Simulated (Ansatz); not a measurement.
# CuIrC6N6: the cost of one run

Method: DFT PBE, scalar-relativistic, plane waves, PAW, in Ansatz 0.2.0.

## Step 1: The structure to begin with

The structure is cubic, space group Fm-3m (No. 225). The conventional cell has a = 10.189 Å, b = 10.189 Å, c = 10.189 Å, α = 90.00°, β = 90.00°, γ = 90.00°. Cu (site symmetry m-3m) is surrounded by 6 C at 1.92 Å. Around Ir (site symmetry m-3m) lie 6 N at 2.01 Å. C (site symmetry 4mm) is surrounded by 1 N at 1.17 Å and 1 Cu at 1.92 Å. Around N (site symmetry 4mm) lie 1 C at 1.17 Å and 1 Ir at 2.01 Å.

Structure file:

```cif
data_structure
_symmetry_space_group_name_H-M 'P 1'
_symmetry_Int_Tables_number 1
_cell_length_a 7.2047
_cell_length_b 7.2047
_cell_length_c 7.2047
_cell_angle_alpha 60.000
_cell_angle_beta 60.000
_cell_angle_gamma 60.000
_cell_volume 264.44
loop_
_atom_site_label
_atom_site_type_symbol
_atom_site_fract_x
_atom_site_fract_y
_atom_site_fract_z
_atom_site_occupancy
Cu1 Cu 0.00000 0.00000 0.00000 1
Ir1 Ir 0.50000 0.50000 0.50000 1
C1 C 0.81186 0.18814 0.18814 1
C2 C 0.18814 0.81186 0.18814 1
C3 C 0.18814 0.18814 0.81186 1
C4 C 0.18814 0.81186 0.81186 1
C5 C 0.81186 0.18814 0.81186 1
C6 C 0.81186 0.81186 0.18814 1
N1 N 0.69703 0.30297 0.30297 1
N2 N 0.30297 0.69703 0.30297 1
N3 N 0.30297 0.30297 0.69703 1
N4 N 0.30297 0.69703 0.69703 1
N5 N 0.69703 0.30297 0.69703 1
N6 N 0.69703 0.69703 0.30297 1
```

Recipe of the guess: cyanide-bridged rock-salt net of two metals, 0 guest cations a cell (Fm-3m, No. 225). Lengths come from tabulated atomic sizes and are only a guess.

## Step 2: The guess as it stands, on a coarse mesh

The input, input.yaml:

```yaml
crystal:
  lattice:
    - [0.0, 5.0945, 5.0945]
    - [5.0945, 0.0, 5.0945]
    - [5.0945, 5.0945, 0.0]
  atoms:
    - { symbol: Cu, position: [0.0, 0.0, 0.0], spin: 1.0 }
    - { symbol: Ir, position: [0.5, 0.5, 0.5], spin: 1.0 }
    - { symbol: C, position: [0.81185592, 0.18814408, 0.18814408] }
    - { symbol: C, position: [0.18814408, 0.81185592, 0.18814408] }
    - { symbol: C, position: [0.18814408, 0.18814408, 0.81185592] }
    - { symbol: C, position: [0.18814408, 0.81185592, 0.81185592] }
    - { symbol: C, position: [0.81185592, 0.18814408, 0.81185592] }
    - { symbol: C, position: [0.81185592, 0.81185592, 0.18814408] }
    - { symbol: "N", position: [0.6970262, 0.3029738, 0.3029738] }
    - { symbol: "N", position: [0.3029738, 0.6970262, 0.3029738] }
    - { symbol: "N", position: [0.3029738, 0.3029738, 0.6970262] }
    - { symbol: "N", position: [0.3029738, 0.6970262, 0.6970262] }
    - { symbol: "N", position: [0.6970262, 0.3029738, 0.6970262] }
    - { symbol: "N", position: [0.6970262, 0.6970262, 0.3029738] }
basis:
  ecutwfc: 420
kpoints:
  mp_grid: { grid: [4, 4, 4] }
hamiltonian:
  xc: pbe
scf:
  occupations: { method: gaussian, width: 0.1 }
  lower_state_search: "off"
output:
  forces: true
  stress: true
  eigenvalues: true
  populations: true
magnetization:
  spin_polarized: true
```

Run with:

```sh
> ansatz run input.yaml --threads 1 --pin off --max-ram 2560MiB --backend cpu --events-out ev --progress --plain --runs-dir out
```

Q: Estimate wall time and peak memory on 1 thread of Intel Xeon Platinum 8259CL at 2.50GHz (Skylake/Cascade Lake), shared host.

About 28 s, with a peak of 0.76 GiB.
